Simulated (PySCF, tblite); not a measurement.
# C6H4NO2−: excited states, first hyperpolarisability

What do calculations give for the excited states, first hyperpolarisability of C6H4NO2− (`N#C/C(C=O)=C/C=C\[O-]`)?

Programs: tblite 0.8.0 and PySCF 2.14.0, with routines of our own; each step states its level. All values are computed. Atoms count from 0.

## 1. The system as given

13 atoms, charge -1, multiplicity 1; geometry from: force field or distance geometry start.

## 2. Geometry optimisation with GFN2-xTB

Job settings and geometry (Å):

```
{"job": {"kind": "relax", "xc": "GFN2-xTB", "basis": "xTB"}, "charge": -1, "multiplicity": 1}
N      2.700800     1.882700    -1.490000
C      1.970100     1.169800    -0.940400
C      1.097100     0.257200    -0.235400
C      1.657500    -0.816900     0.508500
O      2.904800    -0.939900     0.549700
C     -0.228700     0.433900    -0.306900
C     -1.179400    -0.438400     0.366600
C     -2.454000    -0.142200     0.220600
O     -2.869000     0.935600    -0.545800
H      1.087700    -1.562600     1.078000
H     -0.558300     1.287000    -0.906200
H     -0.929400    -1.284400     0.965400
H     -3.203500    -0.781500     0.718100
```

The run is started by

```sh
> OMP_NUM_THREADS=1 python excited_run.py task.json out
```

The driver reads the jobs from task.json and runs them one after another.

Standard output:

```text
step      E/eV     max force
  0    -708.92978    7.926
  1    -709.68681    3.351
  2    -709.86327    2.356
  3    -709.91329    3.472
  4    -710.04532    1.169
  5    -710.13316    1.004
  6    -710.16871    0.816
  7    -710.18097    0.313
  8    -710.18861    0.391
  9    -710.19613    0.303
 10    -710.20112    0.247
 11    -710.20485    0.169
 12    -710.20792    0.225
 13    -710.21003    0.176
 14    -710.21157    0.086
 15    -710.21276    0.094
 16    -710.21369    0.081
 17    -710.21434    0.080
 18    -710.21477    0.074
 19    -710.21510    0.063
 20    -710.21538    0.054
 21    -710.21565    0.044
 22    -710.21587    0.040
 23    -710.21604    0.030
 24    -710.21613    0.022
 25    -710.21617    0.015
 26    -710.21619    0.013
 27    -710.21621    0.013
 28    -710.21622    0.011
 29    -710.21624    0.012
 30    -710.21626    0.019
 31    -710.21629    0.022
 32    -710.21632    0.020
 33    -710.21635    0.025
 34    -710.21639    0.025
 35    -710.21642    0.016
 36    -710.21644    0.009
```

Run time: 0.15 s. Hardware: 1 thread of Arm Neoverse V2, shared host.

The steps of the relaxation: (not every step is listed)

| step | energy from step 0 (eV) | largest force (eV/Å) |
| --- | --- | --- |
| 0 | 0.0000 | 7.9258 |
| 1 | -0.7570 | 3.3509 |
| 2 | -0.9335 | 2.3562 |
| 3 | -0.9835 | 3.4717 |
| 4 | -1.1155 | 1.1694 |
| 5 | -1.2034 | 1.0038 |
| 6 | -1.2389 | 0.8164 |
| 7 | -1.2512 | 0.3129 |
| 8 | -1.2588 | 0.3911 |
| 10 | -1.2713 | 0.2471 |
| 12 | -1.2781 | 0.2252 |
| 14 | -1.2818 | 0.0863 |
| 16 | -1.2839 | 0.0805 |
| 18 | -1.2850 | 0.0745 |
| 20 | -1.2856 | 0.0539 |
| 22 | -1.2861 | 0.0395 |
| 24 | -1.2863 | 0.0224 |
| 26 | -1.2864 | 0.0125 |
| 28 | -1.2864 | 0.0114 |
| 30 | -1.2865 | 0.0193 |
| 31 | -1.2865 | 0.0224 |
| 32 | -1.2865 | 0.0197 |
| 33 | -1.2866 | 0.0245 |
| 34 | -1.2866 | 0.0254 |
| 35 | -1.2866 | 0.0159 |
| 36 | -1.2867 | 0.0092 |

Distances of close pairs at the start and the end, largest changes first:

| bond | before (Å) | after (Å) | change (Å) |
| --- | --- | --- | --- |
| C7–O8 | 1.386 | 1.228 | -0.158 |
| C6–C7 | 1.317 | 1.416 | +0.099 |
| C5–C6 | 1.455 | 1.373 | -0.082 |
| C2–C5 | 1.339 | 1.405 | +0.065 |
| C1–C2 | 1.446 | 1.401 | -0.045 |
| C3–O4 | 1.254 | 1.227 | -0.027 |
| C7–H12 | 1.104 | 1.119 | +0.016 |
| C3–H9 | 1.098 | 1.113 | +0.015 |

The end geometry stands in the next job.

## 3. Vibrational analysis with GFN2-xTB

Job settings and geometry (Å):

```
{"job": {"kind": "ir", "xc": "GFN2-xTB", "basis": "xTB"}, "charge": -1, "multiplicity": 1}
N      2.605516     1.906019    -1.502149
C      1.977559     1.136129    -0.915805
C      1.189536     0.215438    -0.213039
C      1.836178    -0.825695     0.510934
O      3.040413    -1.039137     0.609967
C     -0.203113     0.389093    -0.273956
C     -1.193445    -0.359078     0.313672
C     -2.565279    -0.047913     0.153142
O     -3.065102     0.872457    -0.488240
H      1.128974    -1.505945     1.035566
H     -0.551383     1.230210    -0.866522
H     -0.957540    -1.219128     0.924636
H     -3.246702    -0.751965     0.694068
```

Standard output:

```text
mode    cm-1     km/mol
  1      73.2      9.71
  2     105.3      3.14
  3     117.3      9.12
  4     161.2      5.35
  5     202.3      1.92
  6     221.3      3.27
  7     295.0     16.78
  8     340.5      1.48
  9     367.8      5.76
 10     514.0      8.51
 11     546.2     16.60
 12     620.5     28.59
 13     735.5     10.06
 14     753.3      4.52
 15     869.5     20.49
 16     886.3     10.91
 17     909.0      5.17
 18     967.3     11.71
 19    1095.5     60.11
 20    1200.6     24.83
 21    1280.4     23.66
 22    1344.7    185.50
 23    1377.8     23.07
 24    1416.6     12.80
 25    1431.1     11.86
 26    1559.8   1691.09
 27    1653.2   1187.14
 28    1681.0      1.97
 29    2335.6    580.50
 30    2615.8    424.46
 31    2689.7    169.48
 32    3025.9     12.44
 33    3061.8     85.66
```

Run time: 0.28 s. Hardware: 1 thread of Arm Neoverse V2, shared host.

The strongest bands and the atoms that carry them (share of the mass-weighted mode):

| cm⁻¹ | km/mol | atoms |
| --- | --- | --- |
| 1096 | 60.1 | C6 31 %, H11 20 %, C7 17 %, O8 10 % |
| 1345 | 185.5 | C2 55 %, H10 19 % |
| 1560 | 1691.1 | C5 43 %, C6 29 % |
| 1653 | 1187.1 | C3 35 %, C7 22 %, O4 19 %, O8 11 % |
| 2336 | 580.5 | C1 61 %, N0 38 % |
| 2616 | 424.5 | H12 94 % |
| 2690 | 169.5 | H9 94 % |
| 3062 | 85.7 | H11 90 % |

## 4. Excited states: TDA CAM-B3LYP/def2-SVPD

The job, as its differences from that of step 3:

```diff
@@ -1,2 +1,2 @@
-{"job": {"kind": "ir", "xc": "GFN2-xTB", "basis": "xTB"}, "charge": -1, "multiplicity": 1}
+{"job": {"kind": "states", "xc": "CAM-B3LYP", "basis": "def2-SVPD", "tda": true, "soc": true, "nstates": 6, "ntriplets": 5, "nquad": 4}, "charge": -1, "multiplicity": 1}
 N      2.605516     1.906019    -1.502149
```

With the program's defaults for keys left out, this is: TDA CAM-B3LYP/def2-SVPD excited states, vertical, gas phase, spin-orbit mean-field couplings.

Standard output:

```text
coarse grid: 12232 points
cycle   1  E = -435.3921251354  dE =  1.668e+00  |g| = 1.174e+00  |ddm| = 7.873e+00
cycle   2  E = -434.6779681210  dE =  7.142e-01  |g| = 2.258e+00  |ddm| = 6.490e+00
cycle   3  E = -435.6855664073  dE = -1.008e+00  |g| = 1.184e-01  |ddm| = 4.627e+00
cycle   4  E = -435.6882800636  dE = -2.714e-03  |g| = 7.754e-02  |ddm| = 4.708e-01
cycle   5  E = -435.6897516461  dE = -1.472e-03  |g| = 1.818e-02  |ddm| = 1.748e-01
cycle   6  E = -435.6898095266  dE = -5.788e-05  |g| = 1.035e-02  |ddm| = 4.947e-02
cycle   7  E = -435.6898337947  dE = -2.427e-05  |g| = 3.342e-03  |ddm| = 2.283e-02
cycle   8  E = -435.6898369178  dE = -3.123e-06  |g| = 1.025e-03  |ddm| = 1.111e-02
final grid: 122144 points
cycle   9  E = -435.7810293075  dE = -2.855e-05  |g| = 2.916e-03  |ddm| = 1.079e-01
cycle  10  E = -435.7810278675  dE =  1.440e-06  |g| = 4.146e-03  |ddm| = 1.704e-02
cycle  11  E = -435.7810314159  dE = -3.548e-06  |g| = 7.401e-04  |ddm| = 6.924e-03
cycle  12  E = -435.7810315256  dE = -1.098e-07  |g| = 1.772e-04  |ddm| = 1.436e-03
cycle  13  E = -435.7810315311  dE = -5.438e-09  |g| = 1.270e-04  |ddm| = 6.796e-04
cycle  14  E = -435.7810315347  dE = -3.607e-09  |g| = 2.529e-05  |ddm| = 2.427e-04
cycle  15  E = -435.7810315349  dE = -2.026e-10  |g| = 9.450e-06  |ddm| = 6.743e-05
converged SCF energy = -435.7810315349

Singlet excitations
state   eV       nm        f     d(h-e)  d(exc)  Lambda  PR(NTO)  |dmu|/D   mu/D   main configurations
  1   4.0761   304.2   0.79717   0.412   3.277   0.663   1.107    1.118    3.019   H->L 0.93
  2   4.1141   301.4   0.00023   1.464   2.990   0.455   1.022    4.113    7.120   H-1->L 0.74, H-2->L 0.14
  3   4.2794   289.7   0.00056   1.429   2.920   0.449   1.031    3.968    4.681   H-2->L 0.62, H-2->L+2 0.17, H-1->L 0.10
  4   5.1353   241.4   0.00477   1.937   4.198   0.262   1.023    7.568    3.577   H->L+1 0.91
  5   5.5829   222.1   0.26713   0.661   3.514   0.668   1.135                     H->L+2 0.93
  6   5.6417   219.8   0.00005   0.878   3.915   0.279   1.025                     H->L+4 0.79, H->L+3 0.17

Triplet excitations (Tamm-Dancoff)
state   eV     d(h-e)  d(exc)  Lambda  PR(NTO)   main configurations
  1   2.3180   0.328   3.211   0.677   1.026   H->L 0.97
  2   3.7106   1.306   2.888   0.451   1.045   H-1->L 0.72, H-2->L 0.11
  3   3.8189   1.249   2.783   0.445   1.054   H-2->L 0.60, H-2->L+2 0.19, H-1->L+2 0.11
  4   4.0850   0.598   3.012   0.678   1.358   H->L+2 0.81, H-3->L 0.12
  5   4.9240   0.510   3.106   0.692   1.369   H-3->L 0.72, H->L+2 0.11
S1 - T1 = 1.7581 eV

Spin-orbit couplings |<S|Hso|T>| (cm-1)
             T1       T2       T3       T4       T5
S0        0.011   36.937   52.279    0.062    0.006
S1        0.062   21.376   13.615    0.045    0.055
S2       21.339    0.188    1.303   10.213   15.219
S3       13.210    1.306    0.163   19.603   10.855
S4        5.387    0.086    0.041    1.523    0.637
S5        0.007    7.377   10.085    0.014    0.012
S6        1.326    0.173    0.072    1.821    0.907
T1 sublevels (cm-1): 0.000 0.001 0.008   radiative rates (1/s): 4.4e-05 0.0899 0.0271
```

It took 44 s on 1 thread of Arm Neoverse V2, shared host; peak memory 0.99 GiB.

In short:

| quantity | value |
| --- | --- |
| S1 less T1 | 1.76 eV |

## 5. Excited states: TDDFT PBE0/def2-SVPD

The job, as its differences from that of step 4:

```diff
@@ -1,2 +1,2 @@
-{"job": {"kind": "states", "xc": "CAM-B3LYP", "basis": "def2-SVPD", "tda": true, "soc": true, "nstates": 6, "ntriplets": 5, "nquad": 4}, "charge": -1, "multiplicity": 1}
+{"job": {"kind": "states", "xc": "PBE0", "basis": "def2-SVPD", "tpa": true, "nstates": 6, "nquad": 5, "ntriplets": 0}, "charge": -1, "multiplicity": 1}
 N      2.605516     1.906019    -1.502149
```

Level: TDDFT PBE0/def2-SVPD excited states, vertical, gas phase, two-photon moments by quadratic response.

Standard output:

```text
coarse grid: 12232 points
cycle   1  E = -435.1639778925  dE =  1.493e+00  |g| = 1.079e+00  |ddm| = 6.984e+00
cycle   2  E = -434.0417607668  dE =  1.122e+00  |g| = 2.540e+00  |ddm| = 9.838e+00
cycle   3  E = -435.3998434728  dE = -1.358e+00  |g| = 2.174e-01  |ddm| = 8.295e+00
cycle   4  E = -435.4095225232  dE = -9.679e-03  |g| = 1.252e-01  |ddm| = 7.466e-01
cycle   5  E = -435.4132484429  dE = -3.726e-03  |g| = 4.452e-02  |ddm| = 2.958e-01
cycle   6  E = -435.4136483204  dE = -3.999e-04  |g| = 1.505e-02  |ddm| = 9.055e-02
cycle   7  E = -435.4136938235  dE = -4.550e-05  |g| = 5.167e-03  |ddm| = 2.847e-02
cycle   8  E = -435.4136997796  dE = -5.956e-06  |g| = 1.610e-03  |ddm| = 1.252e-02
final grid: 122144 points
cycle   9  E = -435.4850463287  dE = -7.216e-06  |g| = 1.339e-02  |ddm| = 1.799e-01
cycle  10  E = -435.4849119088  dE =  1.344e-04  |g| = 2.881e-02  |ddm| = 6.362e-02
cycle  11  E = -435.4850827901  dE = -1.709e-04  |g| = 1.880e-03  |ddm| = 4.609e-02
cycle  12  E = -435.4850835041  dE = -7.140e-07  |g| = 7.317e-04  |ddm| = 4.255e-03
cycle  13  E = -435.4850836200  dE = -1.159e-07  |g| = 1.567e-04  |ddm| = 1.371e-03
cycle  14  E = -435.4850836258  dE = -5.733e-09  |g| = 4.271e-05  |ddm| = 4.478e-04
cycle  15  E = -435.4850836261  dE = -3.764e-10  |g| = 1.950e-05  |ddm| = 1.317e-04
converged SCF energy = -435.4850836261

Singlet excitations
state   eV       nm        f     d(h-e)  d(exc)  Lambda  PR(NTO)  |dmu|/D   mu/D   delta(TPA)   sigma/GM   main configurations
  1   3.7986   326.4   0.54324   0.495   3.394   0.669   1.152    1.132    2.800      183.48      0.970   H->L 0.97
  2   3.8262   324.0   0.00016   1.785   3.329   0.447   1.018    4.181    6.920        0.63      0.003   H-1->L 0.91
  3   3.9773   311.7   0.00039   1.926   3.413   0.440   1.025    4.534    5.059        0.06      0.000   H-2->L 0.86, H-2->L+1 0.08
  4   5.0583   245.1   0.00374   2.134   4.422   0.280   1.008    8.207    4.303       48.11      0.451   H->L+2 0.97
  5   5.1806   239.3   0.18492   0.881   3.761   0.681   1.181    1.943    5.317      718.69      7.067   H->L+1 0.95
  6   5.5437   223.6   0.00009   0.289   4.297   0.298   1.027                                            H->L+3 0.78, H->L+5 0.16
```

Wall time 41 s (1 thread of Arm Neoverse V2, shared host); peak memory 0.88 GiB.

## 6. First hyperpolarisability: quadratic response PBE0/def2-SVPD

The job, as its differences from that of step 5:

```diff
@@ -1,2 +1,2 @@
-{"job": {"kind": "states", "xc": "PBE0", "basis": "def2-SVPD", "tpa": true, "nstates": 6, "nquad": 5, "ntriplets": 0}, "charge": -1, "multiplicity": 1}
+{"job": {"kind": "beta", "xc": "PBE0", "basis": "def2-SVPD", "wavelengths": [1064, 800]}, "charge": -1, "multiplicity": 1}
 N      2.605516     1.906019    -1.502149
```

Level: quadratic response PBE0/def2-SVPD first hyperpolarisability, Taylor convention, gas phase.

Standard output:

```text
coarse grid: 12232 points
cycle   1  E = -435.1639778925  dE =  1.493e+00  |g| = 1.079e+00  |ddm| = 6.984e+00
cycle   2  E = -434.0417607668  dE =  1.122e+00  |g| = 2.540e+00  |ddm| = 9.838e+00
cycle   3  E = -435.3998434728  dE = -1.358e+00  |g| = 2.174e-01  |ddm| = 8.295e+00
cycle   4  E = -435.4095225232  dE = -9.679e-03  |g| = 1.252e-01  |ddm| = 7.466e-01
cycle   5  E = -435.4132484429  dE = -3.726e-03  |g| = 4.452e-02  |ddm| = 2.958e-01
cycle   6  E = -435.4136483204  dE = -3.999e-04  |g| = 1.505e-02  |ddm| = 9.055e-02
cycle   7  E = -435.4136938235  dE = -4.550e-05  |g| = 5.167e-03  |ddm| = 2.847e-02
cycle   8  E = -435.4136997796  dE = -5.956e-06  |g| = 1.610e-03  |ddm| = 1.252e-02
final grid: 122144 points
cycle   9  E = -435.4850463287  dE = -7.216e-06  |g| = 1.339e-02  |ddm| = 1.799e-01
cycle  10  E = -435.4849119088  dE =  1.344e-04  |g| = 2.881e-02  |ddm| = 6.362e-02
cycle  11  E = -435.4850827901  dE = -1.709e-04  |g| = 1.880e-03  |ddm| = 4.609e-02
cycle  12  E = -435.4850835041  dE = -7.140e-07  |g| = 7.317e-04  |ddm| = 4.255e-03
cycle  13  E = -435.4850836200  dE = -1.159e-07  |g| = 1.567e-04  |ddm| = 1.371e-03
cycle  14  E = -435.4850836258  dE = -5.733e-09  |g| = 4.271e-05  |ddm| = 4.478e-04
cycle  15  E = -435.4850836261  dE = -3.764e-10  |g| = 1.950e-05  |ddm| = 1.317e-04
converged SCF energy = -435.4850836261

Lowest singlets (eV, f): 3.7986 0.5432  3.8262 0.0002  3.9773 0.0004

First hyperpolarisability (au)
process     nm      |vector|   parallel      HRS      DR
static         -     1015.65     -461.3     469.59   3.697
shg       1064.0     1655.73    -750.53      755.6   3.908
eope      1064.0     1170.62    -531.03          -       -
shg        800.0     3051.91   -1389.21    1377.16   4.086
eope       800.0     1320.85    -598.85          -       -
```

Run time: 35 s. Hardware: 1 thread of Arm Neoverse V2, shared host; peak memory 0.88 GiB.

## 7. Summary of results

```
                                            quantity                                                  value
           strongest single infrared mode (GFN2-xTB)                                 1560 cm⁻¹, 1691 km/mol
                        zero-point energy (GFN2-xTB)                                          52.1 kcal/mol
        S1 less T1 (step 4, TDA CAM-B3LYP/def2-SVPD)                                                1.76 eV
β vector (step 6, quadratic response PBE0/def2-SVPD)  static 1016, SHG 1064.0 nm 1656, SHG 800.0 nm 3052 au
```

No mode is imaginary among the 33: a minimum at this level. The strongest single mode, at 1560 cm⁻¹, moves mainly C5 and C6. GFN2-xTB is a fitted tight-binding method: band positions and strengths are rough. Its intensities can rank the bands wrongly. The anion's LUMO lies above zero, so it is an unbound level set by the basis, and the orbital gap is no excitation or fundamental gap. For an anion in the gas phase, states above the energy of detachment are held by the basis alone, so excitations and responses hang on it. In step 4, the number of triplets below S1 is 3, and the largest singlet-triplet spin-orbit coupling is S0–T3, 52.28 cm⁻¹. β grows from 1016 au (static) to 3052 au for doubling at 800.0 nm: normal dispersion, which grows as twice the photon energy moves toward the bright states.
